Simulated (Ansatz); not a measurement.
# Sb2: up Jacob's ladder to CCSD(T)

One table from this session's results is given with a row withheld; the runs are named, their logs left out.

Program: Ansatz 0.2.0, Gaussian basis. Level of theory: functionals in def2-TZVPP, the program's frozen cores in correlated methods. These are calculated values, not measurements.

The runs, in order: LDA (SPW92), PBE-D4, revPBE-D4, BLYP-D4, r2SCAN-D4, B97M-V, PBE0-D4, B3LYP-D4, r2SCANh-D4, r2SCAN0-D4, HSE06-D4, BHLYP-D4, CAM-B3LYP-D4, LC-ωPBE, ωB97X-V, ωB97M-V, B2PLYP, PBE-QIDH; CCSD(T)/def2-SVP; CCSD(T)/def2-TZVPP; CCSD(T)/def2-QZVPP; extrapolation to the limit; RPA on PBE.

### The relaxed structure

All runs share one geometry, relaxed beforehand with PBE0-D4 in a triple-zeta def2 set. Sb takes the def2 core potential; no spin-orbit term is included.

SMILES `[Sb]#[Sb]`, 2 atoms, charge 0, spin multiplicity 1.

Atoms are counted from 1 here; the program's logs count them from 0.

Bond lengths: Sb1–Sb2 2.464 Å.

Set-up of the first run:

Input file in.yaml:

```yaml
crystal:
  periodic: [false, false, false]
  atoms:
    - {symbol: Sb, position_ang: [-1.047546, 0.372206, -0.531305]}
    - {symbol: Sb, position_ang: [1.047546, -0.372206, 0.531305]}
basis:
  gaussian: {orbitals: def2-TZVPP}
hamiltonian: {xc: lda}
output: {orbitals: {seedname: orbitals}}
```

The run is started by

```sh
> ansatz run in.yaml --threads 2 --pin off --events-out ev --progress --plain --max-ram 32768MiB --backend cpu
```

Among the steps run: LDA; PBE-D4 (GGA); revPBE-D4 (GGA); BLYP-D4 (GGA); r2SCAN-D4 (meta-GGA); B97M-V (meta-GGA); B3LYP-D4 (hybrid); r2SCANh-D4 (hybrid); r2SCAN0-D4 (hybrid); HSE06-D4 (hybrid); BHLYP-D4 (hybrid); CAM-B3LYP-D4 (range-separated); LC-ωPBE (range-separated); ωB97X-V (range-separated); ωB97M-V (range-separated); B2PLYP (double hybrid); PBE-QIDH (double hybrid).

One of the session's tables, all rows but one given; the rest of the session is left out.

It belongs to the step «Frontier levels by functional». 

```
  functional  HOMO (eV)  LUMO (eV)  gap (eV)
 LDA (SPW92)      -5.99      -3.63      2.36
      PBE-D4      -5.80      -3.42      2.38
   revPBE-D4      -5.74      -3.35      2.39
     BLYP-D4      -5.61      -3.29      2.32
   r2SCAN-D4      -6.05      -3.43      2.62
      B97M-V      -5.77      -3.19      2.58
     PBE0-D4      -6.61      -2.84      3.77
    B3LYP-D4      -6.40      -2.98      3.43
  r2SCANh-D4      -6.34      -3.20      3.14
  r2SCAN0-D4      -6.78      -2.86      3.91
    HSE06-D4      -6.23      -3.20      3.03
    BHLYP-D4      -7.21      -2.13      5.08
CAM-B3LYP-D4      -7.60      -1.94      5.66
     LC-ωPBE          ?          ?         ?
     ωB97X-V      -8.46      -1.08      7.38
     ωB97M-V      -8.38      -1.16      7.22
```

Estimate the missing values for LC-ωPBE.

The run gave: HOMO (eV): -8.71; LUMO (eV): -1.08; gap (eV): 7.63. In the column «HOMO (eV)» it is the lowest.
